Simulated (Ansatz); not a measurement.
# C₂H₆AlNSi: up Jacob's ladder to CCSD(T)

One table from this session's results is given with a row withheld; the runs are named, their logs left out.

Program: Ansatz 0.2.0, Gaussian basis. Level of theory: functionals in def2-TZVPP, the program's frozen cores in correlated methods. These are calculated values, not measurements.

Plan: PBE-D4, r2SCAN-D4, PBE0-D4, B3LYP-D4, ωB97X-V, ωB97M-V, B2PLYP; CCSD(T)/def2-TZVPP; MP2/def2-QZVPP; extrapolation to the limit.

## The relaxed structure

An earlier PBE0-D4 in a triple-zeta def2 set relaxation fixed the geometry.

SMILES `[CH3][Al]1[N]=C[SiH2]1`, 11 atoms, charge 0, spin multiplicity 1.

Atoms are counted from 1 here; the program's logs count them from 0.

Bond lengths: C1–Al2 1.943 Å, C1–H6 1.093 Å, C1–H7 1.093 Å, C1–H8 1.095 Å, Al2–N3 1.861 Å, Al2–Si5 2.419 Å, N3–C4 1.284 Å, C4–Si5 1.937 Å, C4–H9 1.104 Å, Si5–H10 1.494 Å, Si5–H11 1.494 Å. Angles: Al2–C1–H6 111.9°, Al2–C1–H7 111.3°, Al2–C1–H8 110.3°, H6–C1–H7 108.6°, H6–C1–H8 107.1°, H7–C1–H8 107.5°, C1–Al2–N3 129.7°, C1–Al2–Si5 152.1°, N3–Al2–Si5 78.3°, Al2–N3–C4 100.0°, N3–C4–Si5 114.8°, N3–C4–H9 119.4°, Si5–C4–H9 125.8°, Al2–Si5–C4 67.0°, Al2–Si5–H10 124.3°, Al2–Si5–H11 124.6°, C4–Si5–H10 113.5°, C4–Si5–H11 113.7° and more.

Coordinates:

```xyz
11
C2H6AlNSi
C    -2.40142   -0.38769   -0.02045
Al   -0.48372   -0.09068    0.07817
N     0.60984    0.12145    1.56857
C     1.74435    0.28621    0.99046
Si    1.68457    0.23242   -0.94467
H    -2.66981   -1.04706   -0.85003
H    -2.78504   -0.82153    0.90679
H    -2.92467    0.56108   -0.18138
H     2.64841    0.44383    1.60429
H     2.13046    1.50389   -1.59012
H     2.51243   -0.85894   -1.54094
```

The first run:

Contents of in.yaml:

```yaml
crystal:
  periodic: [false, false, false]
  atoms:
    - {symbol: C, position_ang: [-2.401418, -0.387685, -0.020447]}
    - {symbol: Al, position_ang: [-0.483724, -0.090679, 0.078172]}
    - {symbol: N, position_ang: [0.609844, 0.121454, 1.568573]}
    - {symbol: C, position_ang: [1.744346, 0.286214, 0.990462]}
    - {symbol: Si, position_ang: [1.684570, 0.232419, -0.944674]}
    - {symbol: H, position_ang: [-2.669810, -1.047055, -0.850033]}
    - {symbol: H, position_ang: [-2.785039, -0.821530, 0.906793]}
    - {symbol: H, position_ang: [-2.924673, 0.561081, -0.181377]}
    - {symbol: H, position_ang: [2.648415, 0.443830, 1.604287]}
    - {symbol: H, position_ang: [2.130461, 1.503893, -1.590120]}
    - {symbol: H, position_ang: [2.512428, -0.858941, -1.540937]}
basis:
  gaussian: {orbitals: def2-TZVPP}
hamiltonian: {xc: pbe, dispersion: d4}
output: {forces: true, orbitals: {seedname: orbitals}}
```

Command:

```
ansatz run in.yaml --threads 4 --pin off --events-out ev --progress --plain --max-ram 10444MiB
```

Among the steps run: PBE-D4 (GGA); r2SCAN-D4 (meta-GGA); PBE0-D4 (hybrid); B3LYP-D4 (hybrid); ωB97X-V (range-separated); ωB97M-V (range-separated); B2PLYP (double hybrid); CCSD(T) in def2-TZVPP; MP2 in def2-QZVPP.

One of the session's tables, all rows but one given; the rest of the session is left out.

It belongs to the step «Atomisation energies». 

| method | atomisation energy (kcal/mol) |
| --- | --- |
| PBE-D4 | 950.9 |
| r2SCAN-D4 | 933.8 |
| PBE0-D4 | 933.9 |
| B3LYP-D4 | 932.0 |
| ωB97X-V | ? |
| ωB97M-V | 935.0 |
| B2PLYP | 920.9 |
| HF/def2-TZVPP | 664.4 |
| MP2/def2-TZVPP | 916.3 |
| CCSD/def2-TZVPP | 887.9 |
| CCSD(T)/def2-TZVPP | 904.2 |
| MP2/CBS | 942.7 |
| CCSD(T)/CBS | 930.6 |

**Question.** Estimate the row for ωB97X-V.

**Answer.** atomisation energy (kcal/mol): 937.2. In the column «atomisation energy (kcal/mol)» it lies between ωB97M-V (935.0) and MP2/CBS (942.7).

Caveats from the session: Free atoms (2 C, 1 Al, 1 N, 1 Si, 6 H) were run apart at each level; the atomisation energy is their sum less the molecule, without zero-point or spin-orbit terms.
